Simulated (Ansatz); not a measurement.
Born–Oppenheimer molecular dynamics of a periodic cell of 19 atoms, Al₈Ni₈CO₂ (surface AlNi(001), adsorbate CO2, incident energy 1.5 eV, 0° from the normal). It starts from an unrelaxed structure (largest force component 1.32 eV/Å).

These are results of DFT PBE-D3(BJ), scalar-relativistic, plane waves, PAW in Ansatz, not measurements. Settings: cutoff 420 eV, k mesh 3x3x1, fermi-dirac smearing 0.15 eV, spin collinear.

```
ensemble            : NVE (velocity Verlet)
time step           : 1 fs
steps asked         : 160
starting velocities : zero, but for any typed in the input
atoms held          : 2, 6, 10, 14
seed                : 130767
```

Frames 5 fs apart, positions in Å, forces in eV/Å.

Velocities at 80.0 fs (Å/ps):

```
Al -0.01 -0.05 6.60
Ni 0.00 0.00 0.00
Al 0.31 -0.05 -1.27
Ni -0.04 -0.05 -0.31
Al 0.00 0.03 6.53
Ni 0.00 0.00 0.00
Al 0.23 0.03 -1.52
Ni 0.03 -0.07 -0.64
Al 0.02 -0.04 6.44
Ni 0.00 0.00 0.00
Al -0.35 -0.35 -3.11
Ni 0.05 0.08 -0.55
Al 0.01 0.01 6.43
Ni 0.00 0.00 0.00
Al -0.20 -0.03 -2.41
Ni -0.03 -0.06 -0.93
C 0.35 0.47 -21.53
O -0.20 3.16 -26.69
O -0.17 -2.16 -26.07
```

```xyz
19
Lattice="5.7194 0.0000 0.0000 0.0000 5.7194 0.0000 0.0000 0.0000 17.2896" Properties=species:S:1:pos:R:3:forces:R:3 time_fs=80.0 energy_less_start_eV=-0.225 T=889
Al 1.430 1.429 2.290 0.00 -0.01 0.18
Ni 0.000 0.000 1.000 0.00 0.00 -0.03
Al 1.433 1.431 5.226 0.06 -0.01 0.16
Ni -0.002 -0.002 3.949 0.02 -0.01 -0.33
Al 1.430 4.290 2.288 0.00 0.00 0.18
Ni 0.000 2.860 1.000 0.00 -0.01 -0.03
Al 1.434 4.288 5.209 0.02 0.01 0.23
Ni 0.001 2.860 3.936 0.01 -0.04 -0.31
Al 4.290 1.429 2.288 0.00 -0.01 0.15
Ni 2.860 0.000 1.000 0.00 0.00 -0.05
Al 4.285 1.429 5.200 -0.05 -0.09 -0.08
Ni 2.861 0.002 3.946 -0.01 0.01 -0.40
Al 4.290 4.290 2.286 0.00 0.00 0.16
Ni 2.860 2.860 1.000 0.00 -0.01 -0.05
Al 4.285 4.284 5.197 -0.01 0.02 0.11
Ni 2.859 2.859 3.932 -0.01 -0.01 -0.40
C 5.148 2.319 8.018 0.03 0.03 -0.42
O 4.997 1.160 7.925 -0.09 -0.22 0.40
O 5.289 3.477 7.927 0.02 0.35 0.55
19
Lattice="5.7194 0.0000 0.0000 0.0000 5.7194 0.0000 0.0000 0.0000 17.2896" Properties=species:S:1:pos:R:3:forces:R:3 time_fs=85.0 energy_less_start_eV=-0.135 T=843
Al 1.430 1.429 2.323 0.00 -0.01 -0.12
Ni 0.000 0.000 1.000 0.00 0.00 0.13
Al 1.435 1.431 5.221 0.07 -0.02 0.20
Ni -0.002 -0.002 3.947 0.03 -0.02 -0.27
Al 1.430 4.290 2.321 0.00 0.01 -0.13
Ni 0.000 2.860 1.000 0.01 -0.01 0.13
Al 1.435 4.288 5.202 0.02 0.00 0.29
Ni 0.001 2.859 3.932 0.02 -0.05 -0.23
Al 4.290 1.429 2.321 0.00 -0.01 -0.17
Ni 2.860 0.000 1.000 0.00 0.00 0.10
Al 4.283 1.427 5.184 -0.05 -0.11 -0.05
Ni 2.862 0.002 3.942 -0.02 -0.01 -0.35
Al 4.290 4.290 2.319 0.00 0.00 -0.16
Ni 2.860 2.860 1.000 0.00 -0.01 0.10
Al 4.284 4.284 5.185 -0.01 0.01 0.17
Ni 2.859 2.858 3.927 -0.01 -0.01 -0.33
C 5.150 2.322 7.907 0.05 0.06 -0.22
O 4.995 1.171 7.794 -0.22 -1.02 0.35
O 5.288 3.471 7.801 0.11 1.18 0.57
19
Lattice="5.7194 0.0000 0.0000 0.0000 5.7194 0.0000 0.0000 0.0000 17.2896" Properties=species:S:1:pos:R:3:forces:R:3 time_fs=90.0 energy_less_start_eV=-0.016 T=782
Al 1.430 1.428 2.356 0.00 -0.01 -0.42
Ni 0.000 0.000 1.000 0.01 0.00 0.27
Al 1.437 1.430 5.217 0.08 -0.02 0.23
Ni -0.002 -0.002 3.944 0.05 -0.03 -0.21
Al 1.430 4.291 2.352 0.00 0.01 -0.42
Ni 0.000 2.860 1.000 0.01 -0.01 0.27
Al 1.437 4.288 5.198 0.03 0.00 0.33
Ni 0.001 2.859 3.927 0.02 -0.06 -0.14
Al 4.290 1.429 2.351 0.01 -0.01 -0.49
Ni 2.860 0.000 1.000 0.00 0.00 0.23
Al 4.281 1.424 5.168 -0.05 -0.14 -0.01
Ni 2.862 0.002 3.937 -0.03 -0.02 -0.29
Al 4.290 4.290 2.350 0.00 0.00 -0.46
Ni 2.860 2.860 1.000 0.00 -0.01 0.24
Al 4.283 4.284 5.175 -0.01 0.01 0.21
Ni 2.859 2.858 3.920 0.00 0.00 -0.24
C 5.153 2.326 7.791 0.06 0.08 -0.03
O 4.989 1.169 7.669 -0.18 -0.40 0.32
O 5.289 3.481 7.683 0.02 0.61 0.60
19
Lattice="5.7194 0.0000 0.0000 0.0000 5.7194 0.0000 0.0000 0.0000 17.2896" Properties=species:S:1:pos:R:3:forces:R:3 time_fs=95.0 energy_less_start_eV=0.157 T=692
Al 1.430 1.427 2.384 0.00 -0.02 -0.69
Ni 0.000 0.000 1.000 0.01 0.00 0.38
Al 1.440 1.430 5.215 0.09 -0.02 0.23
Ni -0.002 -0.003 3.940 0.07 -0.05 -0.14
Al 1.430 4.291 2.381 0.00 0.01 -0.69
Ni 0.000 2.860 1.000 0.01 -0.01 0.39
Al 1.438 4.289 5.197 0.03 0.00 0.35
Ni 0.001 2.858 3.922 0.02 -0.07 -0.05
Al 4.290 1.428 2.378 0.01 -0.02 -0.78
Ni 2.860 0.000 1.000 -0.01 0.00 0.34
Al 4.278 1.419 5.152 -0.04 -0.16 0.03
Ni 2.862 0.003 3.931 -0.05 -0.05 -0.22
Al 4.290 4.290 2.377 0.01 0.00 -0.74
Ni 2.860 2.860 1.000 -0.01 -0.01 0.35
Al 4.282 4.284 5.167 0.00 0.01 0.25
Ni 2.859 2.858 3.912 0.00 0.01 -0.13
C 5.157 2.332 7.675 0.09 0.08 0.19
O 4.981 1.162 7.549 -0.08 0.74 0.30
O 5.291 3.501 7.575 -0.15 -0.45 0.62
19
Lattice="5.7194 0.0000 0.0000 0.0000 5.7194 0.0000 0.0000 0.0000 17.2896" Properties=species:S:1:pos:R:3:forces:R:3 time_fs=100.0 energy_less_start_eV=0.359 T=588
Al 1.429 1.427 2.407 -0.01 -0.02 -0.91
Ni 0.000 0.000 1.000 0.01 -0.01 0.46
Al 1.444 1.429 5.215 0.10 -0.02 0.22
Ni -0.001 -0.003 3.935 0.10 -0.07 -0.08
Al 1.430 4.291 2.403 0.00 0.00 -0.90
Ni 0.000 2.860 1.000 0.02 -0.01 0.47
Al 1.440 4.289 5.200 0.04 0.00 0.34
Ni 0.002 2.857 3.917 0.03 -0.07 0.04
Al 4.291 1.427 2.397 0.01 -0.02 -1.02
Ni 2.860 0.000 1.000 -0.01 -0.01 0.42
Al 4.275 1.414 5.136 -0.04 -0.17 0.05
Ni 2.862 0.003 3.924 -0.06 -0.07 -0.16
Al 4.290 4.290 2.397 0.01 0.00 -0.96
Ni 2.860 2.860 1.000 -0.01 -0.01 0.43
Al 4.281 4.285 5.161 0.00 0.02 0.24
Ni 2.858 2.857 3.904 0.01 0.02 -0.03
C 5.163 2.339 7.563 0.16 0.06 0.50
O 4.972 1.165 7.433 -0.12 1.07 0.26
O 5.290 3.514 7.476 -0.24 -0.69 0.60
19
Lattice="5.7194 0.0000 0.0000 0.0000 5.7194 0.0000 0.0000 0.0000 17.2896" Properties=species:S:1:pos:R:3:forces:R:3 time_fs=105.0 energy_less_start_eV=0.538 T=496
Al 1.429 1.426 2.421 -0.01 -0.02 -1.06
Ni 0.000 0.000 1.000 0.02 -0.01 0.51
Al 1.449 1.428 5.217 0.12 -0.02 0.19
Ni 0.000 -0.004 3.930 0.13 -0.10 -0.03
Al 1.430 4.292 2.417 -0.01 -0.01 -1.04
Ni 0.000 2.860 1.000 0.02 0.00 0.52
Al 1.443 4.289 5.205 0.06 0.01 0.28
Ni 0.002 2.855 3.911 0.03 -0.08 0.11
Al 4.291 1.427 2.408 0.02 -0.01 -1.18
Ni 2.860 0.000 1.000 -0.01 -0.01 0.46
Al 4.271 1.406 5.120 -0.04 -0.18 0.07
Ni 2.861 0.003 3.916 -0.08 -0.11 -0.11
Al 4.290 4.290 2.409 0.02 0.00 -1.10
Ni 2.860 2.860 1.000 -0.02 -0.01 0.48
Al 4.279 4.285 5.158 -0.01 0.02 0.20
Ni 2.858 2.857 3.896 0.03 0.03 0.06
C 5.173 2.347 7.460 0.32 0.03 0.88
O 4.961 1.183 7.321 -0.34 0.41 0.18
O 5.285 3.518 7.385 -0.24 0.06 0.59
19
Lattice="5.7194 0.0000 0.0000 0.0000 5.7194 0.0000 0.0000 0.0000 17.2896" Properties=species:S:1:pos:R:3:forces:R:3 time_fs=110.0 energy_less_start_eV=0.674 T=426
Al 1.429 1.425 2.426 -0.01 -0.01 -1.12
Ni 0.000 0.000 1.000 0.03 -0.01 0.52
Al 1.455 1.427 5.221 0.12 -0.01 0.14
Ni 0.001 -0.006 3.925 0.16 -0.13 -0.01
Al 1.430 4.292 2.421 -0.01 -0.02 -1.10
Ni 0.000 2.860 1.000 0.03 0.00 0.53
Al 1.446 4.290 5.212 0.07 0.00 0.18
Ni 0.003 2.853 3.906 0.03 -0.08 0.13
Al 4.292 1.426 2.408 0.02 -0.01 -1.23
Ni 2.860 0.000 1.000 -0.02 -0.01 0.46
Al 4.267 1.397 5.105 -0.01 -0.17 0.13
Ni 2.861 0.002 3.908 -0.10 -0.14 -0.09
Al 4.290 4.290 2.411 0.02 -0.01 -1.15
Ni 2.860 2.860 1.000 -0.02 -0.01 0.50
Al 4.278 4.286 5.156 -0.01 0.01 0.15
Ni 2.858 2.857 3.887 0.04 0.04 0.12
C 5.189 2.356 7.376 0.68 -0.01 1.36
O 4.945 1.206 7.212 -0.70 -0.41 -0.01
O 5.277 3.523 7.304 -0.32 0.99 0.50
19
Lattice="5.7194 0.0000 0.0000 0.0000 5.7194 0.0000 0.0000 0.0000 17.2896" Properties=species:S:1:pos:R:3:forces:R:3 time_fs=115.0 energy_less_start_eV=0.666 T=430
Al 1.429 1.424 2.421 -0.01 0.00 -1.09
Ni 0.000 0.000 1.000 0.04 -0.02 0.49
Al 1.462 1.425 5.226 0.06 0.00 0.08
Ni 0.003 -0.008 3.919 0.20 -0.16 -0.03
Al 1.430 4.292 2.416 -0.01 -0.03 -1.07
Ni 0.000 2.860 1.000 0.04 0.00 0.50
Al 1.449 4.290 5.221 0.04 -0.01 0.04
Ni 0.004 2.851 3.902 0.05 -0.07 0.07
Al 4.292 1.425 2.397 0.02 0.00 -1.17
Ni 2.860 0.000 1.000 -0.03 -0.02 0.43
Al 4.263 1.387 5.091 0.05 -0.11 0.34
Ni 2.859 0.001 3.900 -0.12 -0.18 -0.09
Al 4.291 4.290 2.402 0.02 -0.02 -1.09
Ni 2.860 2.860 1.000 -0.03 -0.01 0.47
Al 4.277 4.286 5.155 0.04 -0.06 0.21
Ni 2.858 2.857 3.880 0.05 0.04 0.16
C 5.219 2.365 7.319 1.32 -0.17 1.92
O 4.918 1.225 7.102 -1.06 -0.26 -0.32
O 5.264 3.542 7.230 -0.68 1.07 0.14
19
Lattice="5.7194 0.0000 0.0000 0.0000 5.7194 0.0000 0.0000 0.0000 17.2896" Properties=species:S:1:pos:R:3:forces:R:3 time_fs=120.0 energy_less_start_eV=0.385 T=575
Al 1.429 1.423 2.406 -0.01 0.01 -0.99
Ni 0.000 0.000 1.000 0.05 -0.03 0.42
Al 1.469 1.424 5.232 -0.09 0.04 0.06
Ni 0.006 -0.010 3.914 0.24 -0.19 -0.08
Al 1.430 4.292 2.402 -0.02 -0.04 -0.97
Ni 0.000 2.860 1.000 0.06 0.01 0.43
Al 1.453 4.290 5.231 -0.06 -0.05 -0.08
Ni 0.005 2.849 3.897 0.09 -0.05 -0.10
Al 4.293 1.424 2.376 0.02 0.01 -0.99
Ni 2.860 0.000 1.000 -0.04 -0.03 0.35
Al 4.260 1.375 5.081 0.18 0.06 0.76
Ni 2.858 -0.001 3.891 -0.13 -0.21 -0.06
Al 4.292 4.290 2.385 0.02 -0.03 -0.95
Ni 2.860 2.860 1.000 -0.05 -0.01 0.42
Al 4.276 4.286 5.157 0.21 -0.25 0.52
Ni 2.859 2.857 3.873 0.03 0.04 0.19
C 5.276 2.370 7.300 1.80 -0.34 1.98
O 4.875 1.241 6.988 -1.12 0.99 -0.47
O 5.240 3.576 7.157 -1.17 0.08 -0.45
19
Lattice="5.7194 0.0000 0.0000 0.0000 5.7194 0.0000 0.0000 0.0000 17.2896" Properties=species:S:1:pos:R:3:forces:R:3 time_fs=125.0 energy_less_start_eV=-0.063 T=805
Al 1.428 1.422 2.383 -0.02 0.03 -0.80
Ni 0.000 0.000 1.000 0.07 -0.04 0.32
Al 1.476 1.423 5.239 -0.35 0.09 0.11
Ni 0.010 -0.014 3.908 0.26 -0.22 -0.17
Al 1.430 4.291 2.379 -0.02 -0.06 -0.79
Ni 0.000 2.860 1.000 0.07 0.01 0.31
Al 1.456 4.290 5.240 -0.25 -0.12 -0.12
Ni 0.006 2.846 3.893 0.14 -0.03 -0.37
Al 4.294 1.423 2.346 0.01 0.03 -0.71
Ni 2.860 0.000 1.000 -0.06 -0.03 0.25
Al 4.258 1.365 5.077 0.28 0.35 1.02
Ni 2.856 -0.004 3.882 -0.12 -0.23 0.00
Al 4.293 4.290 2.358 0.02 -0.05 -0.71
Ni 2.860 2.860 1.000 -0.07 -0.01 0.33
Al 4.277 4.284 5.163 0.46 -0.54 1.05
Ni 2.859 2.857 3.866 -0.02 0.03 0.19
C 5.367 2.369 7.318 0.94 -0.09 0.45
O 4.816 1.273 6.867 -0.36 2.22 0.29
O 5.199 3.611 7.079 -1.00 -1.34 -0.66
19
Lattice="5.7194 0.0000 0.0000 0.0000 5.7194 0.0000 0.0000 0.0000 17.2896" Properties=species:S:1:pos:R:3:forces:R:3 time_fs=130.0 energy_less_start_eV=-0.177 T=864
Al 1.427 1.421 2.352 -0.01 0.04 -0.54
Ni 0.000 0.000 1.000 0.08 -0.04 0.18
Al 1.479 1.423 5.246 -0.54 0.13 0.10
Ni 0.015 -0.018 3.901 0.24 -0.24 -0.26
Al 1.429 4.290 2.349 -0.02 -0.07 -0.54
Ni 0.000 2.860 1.000 0.09 0.00 0.16
Al 1.457 4.289 5.248 -0.41 -0.18 -0.11
Ni 0.008 2.843 3.887 0.18 0.00 -0.66
Al 4.295 1.422 2.310 0.00 0.04 -0.34
Ni 2.860 0.000 1.000 -0.07 -0.04 0.12
Al 4.258 1.357 5.082 0.09 0.55 0.17
Ni 2.853 -0.008 3.873 -0.07 -0.24 0.08
Al 4.294 4.289 2.326 0.01 -0.06 -0.39
Ni 2.860 2.860 1.000 -0.08 -0.01 0.20
Al 4.282 4.277 5.179 0.64 -0.76 1.39
Ni 2.860 2.858 3.861 -0.05 0.03 0.16
C 5.474 2.368 7.343 -1.22 0.62 -1.91
O 4.753 1.335 6.753 1.04 2.11 2.32
O 5.145 3.626 6.991 0.08 -1.89 -0.12
19
Lattice="5.7194 0.0000 0.0000 0.0000 5.7194 0.0000 0.0000 0.0000 17.2896" Properties=species:S:1:pos:R:3:forces:R:3 time_fs=135.0 energy_less_start_eV=0.107 T=718
Al 1.427 1.421 2.317 0.01 0.04 -0.21
Ni 0.000 0.000 1.000 0.09 -0.05 0.00
Al 1.478 1.424 5.254 -0.54 0.11 -0.05
Ni 0.021 -0.023 3.894 0.17 -0.23 -0.27
Al 1.428 4.289 2.314 -0.01 -0.07 -0.22
Ni 0.000 2.860 1.000 0.09 0.00 -0.02
Al 1.454 4.286 5.255 -0.40 -0.17 -0.19
Ni 0.011 2.841 3.878 0.18 0.03 -0.85
Al 4.297 1.422 2.270 -0.02 0.05 0.04
Ni 2.860 0.000 1.000 -0.08 -0.05 -0.03
Al 4.259 1.354 5.087 -0.34 0.36 -1.70
Ni 2.850 -0.013 3.864 0.03 -0.25 0.13
Al 4.295 4.288 2.290 0.00 -0.05 -0.04
Ni 2.860 2.860 1.000 -0.09 -0.01 0.04
Al 4.292 4.263 5.206 0.59 -0.72 1.12
Ni 2.860 2.858 3.856 -0.04 0.04 0.09
C 5.557 2.378 7.332 -3.17 1.05 -3.32
O 4.706 1.429 6.674 2.25 1.03 4.68
O 5.091 3.615 6.902 1.28 -1.11 0.80
```

Of the whole run (160 fs, mean temperature of the second half 719 K): The conserved energy stayed within 0.23 meV per atom of its start (net change -0.12 meV per atom), so the integration is sound. A run of 0.16 ps of so small a system gives no equilibrium averages. No Hubbard correction was used and the magnetic state wasn't searched. The SCF threshold is loose, so the forces are noisy. Limits of this set-up: coarse k mesh, thin slab, slab without dipole correction.

Time of the run: 78 min on 4 threads of Intel(R) Xeon(R) Processor @ 2.70GHz (shared host), peak memory 2 GiB.
